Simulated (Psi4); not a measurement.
# TiHCl3O (SMILES Cl[Ti](Cl)(Cl)O): PBE/def2-SVP

What is the energy change on altering one bond length of TiHCl3O at PBE/def2-SVP? 

Program for the calculation: Psi4 1.11.

14 further runs of the same task are left out: 12 that didn't finish, 2 set aside as unsound or not needed.

### Step 1. Starting point

TiHCl3O: 6 atoms, total charge 0, spin state singlet. SMILES: `Cl[Ti](Cl)(Cl)O`. The shape is that of a PBE0-D4/def2-TZVP optimisation.

Bond lengths: Cl1–Ti2 2.179 Å, Ti2–Cl3 2.179 Å, Ti2–Cl4 2.180 Å, Ti2–O5 1.745 Å, O5–H6 0.958 Å. Angles: Cl1–Ti2–Cl3 108.5°, Cl1–Ti2–Cl4 110.3°, Cl1–Ti2–O5 109.1°, Cl3–Ti2–Cl4 110.3°, Cl3–Ti2–O5 109.1°, Cl4–Ti2–O5 109.5°, Ti2–O5–H6 146.9°.

### Step 2. Energy and forces at PBE/def2-SVP

The input, calc.inp:

```
memory 2200 mb

molecule geom {
  Cl
  Ti 1 r2
  Cl 2 r3 1 a3
  Cl 2 r4 3 a4 1 d4
  O 2 r5 3 a5 1 d5
  H 5 r6 2 a6 3 d6

  r2 = 2.178993
  r3 = 2.178883
  a3 = 108.52943
  r4 = 2.17971
  a4 = 110.27077
  d4 = -120.8943
  r5 = 1.744728
  a5 = 109.12654
  d5 = 118.83634
  r6 = 0.957836
  a6 = 146.86831
  d6 = -58.12783
  symmetry c1
  no_reorient
  no_com
}

set basis def2-SVP
set puream true
set e_convergence 1e-09
set d_convergence 1e-08
set scf_type pk
set dft_radial_points 99
set dft_spherical_points 590

energy_value, wavefunction = gradient('pbe', return_wfn=True)
```

Run with:

```
$ psi4 -i calc.inp -o calc.out -n 1
```

calc.out:

```text
[...]
  Running in c1 symmetry.
[...]
  Nuclear repulsion =  537.727189304694207
[...]
  Multiplicity = 1
[...]
  Nalpha       = 41
  Nbeta        = 41
[...]
    Number of basis functions: 104
[...]
   @RKS iter   1: -2304.38280887843985   -2.81937e-01   8.58137e-03 ADIIS/DIIS
[...]
   @RKS iter  14: -2304.70798382708472   -3.54703e-11   3.75139e-09 DIIS
[...]
    Orbital Energies [Eh]
    ---------------------
    Doubly Occupied:
       1A   -177.782706     2A   -100.641846     3A   -100.641663
       4A   -100.638934     5A    -19.565773     6A    -18.805129
       7A    -16.357948     8A    -16.357326     9A    -16.357212
      10A     -9.178470    11A     -9.178291    12A     -9.175605
      13A     -7.003992    14A     -7.003823    15A     -7.001249
      16A     -7.001100    17A     -7.000933    18A     -7.000744
      19A     -7.000561    20A     -6.998328    21A     -6.997671
      22A     -2.299124    23A     -1.461922    24A     -1.454871
      25A     -1.454426    26A     -0.910293    27A     -0.739419
      28A     -0.732364    29A     -0.730431    30A     -0.488103
      31A     -0.348154    32A     -0.346738    33A     -0.346322
      34A     -0.334913    35A     -0.333613    36A     -0.317049
[...]
  @RKS Final Energy: -2304.70798382708472
   => Energetics <=
    Nuclear Repulsion Energy =            537.7271893046942068
    One-Electron Energy =               -4246.5895526667181912
    Two-Electron Energy =                1539.1087032808743515
    DFT Exchange-Correlation Energy =    -134.9543237459349712
    Empirical Dispersion Energy =           0.0000000000000000
    VV10 Nonlocal Energy =                  0.0000000000000000
    Total Energy =                      -2304.7079838270847176
[...]
 Multipole Moments:
 ------------------------------------------------------------------------------------
     Multipole            Electronic (a.u.)      Nuclear  (a.u.)        Total (a.u.)
 ------------------------------------------------------------------------------------
 L = 1.  Multiply by 2.5417464519 to convert [e a0] to [Debye]
 Dipole X            :          1.6662351           -2.6969168           -1.0306818
 Dipole Y            :         -0.7547491            0.9690992            0.2143501
 Dipole Z            :         -0.5460432            0.7100349            0.1639917
 Magnitude           :                                                    1.0654314
[...]
  -Total Gradient:
     Atom            X                  Y                   Z
    ------   -----------------  -----------------  -----------------
       1        0.000281146457    -0.000105047569     0.004348350202
       2       -0.000472197353     0.000297473348     0.000209689952
       3        0.000285985187     0.004079314062    -0.001480464668
       4       -0.003453766779    -0.002326413791    -0.001670424821
       5       -0.012125898273    -0.002023746130    -0.001268407242
       6        0.015521110835     0.000091728105    -0.000130573572
[...]
```

It took 31 s on 1 thread of Intel Xeon Platinum 8259CL at 2.50GHz (Skylake/Cascade Lake), shared host; peak memory 1.1 GiB.

### Step 3. The distorted shape: the energy at PBE/def2-SVP

The input, job.py:

```python
import psi4

psi4.set_memory(2200000000)
psi4.set_num_threads(1)
psi4.core.set_output_file('run.log', False)

m = psi4.geometry("""
0 1
Cl
Ti 1 3.9222
Cl 2 2.178883 1 108.52943
Cl 2 2.17971 3 110.27077 1 -120.89429
O 2 1.744728 3 109.12654 4 -120.26936
H 5 0.957836 2 146.86831 3 -58.12783
symmetry c1
no_reorient
no_com
""")

options = {'puream': True, 'e_convergence': 1e-09, 'd_convergence': 1e-06, 'scf_type': 'pk', 'dft_radial_points': 99, 'dft_spherical_points': 590, 'level_shift': 0.3, 'level_shift_cutoff': 1e-09, 'maxiter': 150}
psi4.set_options(options)

e, wfn = psi4.energy('pbe/def2-SVP', molecule=m, return_wfn=True)
psi4.oeprop(wfn, 'DIPOLE', 'LOWDIN_CHARGES', 'MAYER_INDICES')
print(f'total energy {e:.8f} hartree = {e * 27.211386:.5f} eV')
for k, v in sorted(psi4.core.scalar_variables().items()):
    print(f'{k:45s} {v:18.10f}')
```

Run with:

```
$ python job.py
```

run.log:

```text
[...]
  Running in c1 symmetry.
[...]
  Nuclear repulsion =  463.506181569792432
[...]
  Multiplicity = 1
[...]
  Nalpha       = 41
  Nbeta        = 41
[...]
    Number of basis functions: 104
[...]
   @RKS iter   1: -2304.01614735578369   -1.81040e-01   9.93825e-03 ADIIS/DIIS/SHIFT
[...]
   @RKS iter 141: -2304.57462349881371   -2.22371e-10   9.37861e-07 DIIS/SHIFT
[...]
    Orbital Energies [Eh]
    ---------------------
    Doubly Occupied:
       1A   -177.821313     2A   -100.677463     3A   -100.674620
       4A   -100.552806     5A    -19.599377     6A    -18.842306
       7A    -16.392447     8A    -16.391293     9A    -16.390873
      10A     -9.213826    11A     -9.211050    12A     -9.085057
      13A     -7.039256    14A     -7.036767    15A     -7.036657
      16A     -7.035998    17A     -7.034042    18A     -7.032988
      19A     -6.914465    20A     -6.906918    21A     -6.905858
      22A     -2.335194    23A     -1.499620    24A     -1.490714
      25A     -1.487333    26A     -0.945001    27A     -0.769894
      28A     -0.764076    29A     -0.627597    30A     -0.522276
      31A     -0.382269    32A     -0.378530    33A     -0.372794
      34A     -0.364632    35A     -0.346970    36A     -0.332516
[...]
  @RKS Final Energy: -2304.57462349881371
   => Energetics <=
    Nuclear Repulsion Energy =            463.5061815697924317
    One-Electron Energy =               -4097.5160784530135061
    Two-Electron Energy =                1464.3073001398761335
    DFT Exchange-Correlation Energy =    -134.8720267554686814
    Empirical Dispersion Energy =           0.0000000000000000
    VV10 Nonlocal Energy =                  0.0000000000000000
    Total Energy =                      -2304.5746234988137076
[...]
 Multipole Moments:
 ------------------------------------------------------------------------------------
     Multipole            Electronic (a.u.)      Nuclear  (a.u.)        Total (a.u.)
 ------------------------------------------------------------------------------------
 L = 1.  Multiply by 2.5417464519 to convert [e a0] to [Debye]
 Dipole X            :          1.7202852           -2.6969166           -0.9766314
 Dipole Y            :         -0.7928122            0.9690994            0.1762871
 Dipole Z            :          2.0096261            0.3196925            2.3293187
 Magnitude           :                                                    2.5319186
[...]
```

The script printed:

```text
total energy -2304.57462350 hartree = -62710.66965 eV
CURRENT ENERGY                                  -2304.5746234988
CURRENT REFERENCE ENERGY                        -2304.5746234988
DD SOLVATION ENERGY                                 0.0000000000
DFT FUNCTIONAL TOTAL ENERGY                     -2304.5746234988
DFT TOTAL ENERGY                                -2304.5746234988
DFT VV10 ENERGY                                     0.0000000000
DFT XC ENERGY                                    -134.8720267555
GRID ELECTRONS ALPHA                               40.9999997375
GRID ELECTRONS BETA                                40.9999997375
GRID ELECTRONS TOTAL                               81.9999994751
NUCLEAR REPULSION ENERGY                          463.5061815698
ONE-ELECTRON ENERGY                             -4097.5160784530
PCM POLARIZATION ENERGY                             0.0000000000
PE ENERGY                                           0.0000000000
SCF ITERATION ENERGY                            -2304.5746234988
SCF ITERATIONS                                    141.0000000000
SCF TOTAL ENERGY                                -2304.5746234988
TWO-ELECTRON ENERGY                              1464.3073001399
XC GRID RADIAL POINTS                              99.0000000000
XC GRID SPHERICAL POINTS                          590.0000000000
XC GRID TOTAL POINTS                           337750.0000000000
```

Run time: 2 min. Hardware: 1 thread of Intel Xeon Platinum 8259CL at 2.50GHz (Skylake/Cascade Lake), shared host; peak memory 1.1 GiB.

### Step 4. Summary of results

At PBE/def2-SVP:

| quantity | value |
| --- | --- |
| first shape: total energy | -2304.70798 Eh |
| first shape: dipole moment | 2.71 D |
| first shape: HOMO energy | -7.64 eV |
| first shape: LUMO energy | -3.90 eV |
| first shape: HOMO–LUMO gap | 3.74 eV |
| first shape: largest force on an atom | 0.798 eV/Å |
| distorted shape: total energy | -2304.57462 Eh |
| distorted shape: dipole moment | 6.44 D |
| distorted shape: HOMO energy | -5.26 eV |
| energy change with the Cl1–Ti2 bond stretched from 2.179 to 3.922 Å | 3.629 eV |

**Reading.** One bond (distorted shape) is far stretched, which a spin-restricted single reference describes badly; a broken-symmetry solution may lie lower. With the Cl1–Ti2 bond stretched from 2.179 to 3.922 Å the energy rises by 3.63 eV (84 kcal/mol). The first shape isn't relaxed at this level, so the change isn't measured from a minimum. A restricted reference can't describe the breaking bond well at this length. The largest force (first shape) is 0.80 eV/Å: the shape isn't a stationary point for this species at this level.
